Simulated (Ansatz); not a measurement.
# BFH6N2S: the cost of one run

Program: Ansatz 0.2.0. Level of theory: RKS PBE/def2-SVP. These are calculated values, not measurements.

1 further run of the same task is left out (it didn't finish).

## Step 1: The starting structure

Bond lengths: B1–F2 1.670 Å, B1–N3 1.550 Å, N3–H4 1.060 Å, N3–H5 1.060 Å, B1–N6 1.550 Å, N6–H7 1.060 Å, N6–H8 1.060 Å, B1–S9 2.190 Å, S9–H10 1.400 Å, S9–H11 1.401 Å. Angles (14 of 15 angles, heavy atoms first): F2–B1–N3 120.0°, F2–B1–N6 120.0°, F2–B1–S9 71.6°, N3–B1–N6 120.0°, N3–B1–S9 105.4°, N6–B1–S9 92.8°, B1–N3–H4 120.0°, B1–N3–H5 120.0°, B1–N6–H7 120.0°, B1–N6–H8 120.0°, B1–S9–H10 109.5°, B1–S9–H11 62.2°, H4–N3–H5 120.0°, H7–N6–H8 120.0°.

As a file:

```xyz
11

B     0.0000    0.0000    0.0000
F     0.0000    0.0000    1.6700
N     1.3423    0.0000   -0.7750
H     1.8089   -0.9179   -1.0268
H     1.7937    0.9179   -1.0532
N    -1.3423    0.0000   -0.7750
H    -2.0112   -0.8164   -0.6764
H    -1.5914    0.8164   -1.4036
S    -0.2739    2.0601    0.6906
H    -1.5750    2.4834    0.3940
H    -0.1407    1.0582    1.6601
```

## Step 2: A restrained relaxation towards end A

Springs on the bonds that form and break draw the guess towards this end; the thresholds are loose.

input.yaml reads:

```yaml
crystal:
  periodic: [false, false, false]
  atoms:
    - { symbol: B, position_ang: [0.0, 0.0, 0.0] }
    - { symbol: F, position_ang: [0.0, 0.0, 1.67] }
    - { symbol: "N", position_ang: [1.3423, 0.0, -0.775] }
    - { symbol: H, position_ang: [1.8089, -0.9179, -1.0268] }
    - { symbol: H, position_ang: [1.7937, 0.9179, -1.0532] }
    - { symbol: "N", position_ang: [-1.3423, 0.0, -0.775] }
    - { symbol: H, position_ang: [-2.0112, -0.8164, -0.6764] }
    - { symbol: H, position_ang: [-1.5914, 0.8164, -1.4036] }
    - { symbol: S, position_ang: [-0.2739, 2.0601, 0.6906] }
    - { symbol: H, position_ang: [-1.575, 2.4834, 0.394] }
    - { symbol: H, position_ang: [-0.1407, 1.0582, 1.6601] }
basis:
  gaussian: { orbitals: def2-SVP }
hamiltonian:
  xc: pbe
relax:
  f_tol: 0.15
  max_steps: 25
  restrain:
    - { distance: [0, 8], at: 3.09, k: 30.0 }
    - { distance: [10, 1], at: 2.12, k: 30.0 }
    - { distance: [0, 1], at: 1.32, k: 30.0 }
    - { distance: [10, 8], at: 1.4, k: 30.0 }
```

Command:

```sh
$ ansatz run input.yaml --threads 2 --pin off --max-ram 3072MiB --backend cpu --events-out ev --progress --plain --runs-dir out
```

What time and memory should one allow on 2 threads of Arm Neoverse V1, shared host?

About 33 s, with a peak of 0.15 GiB.
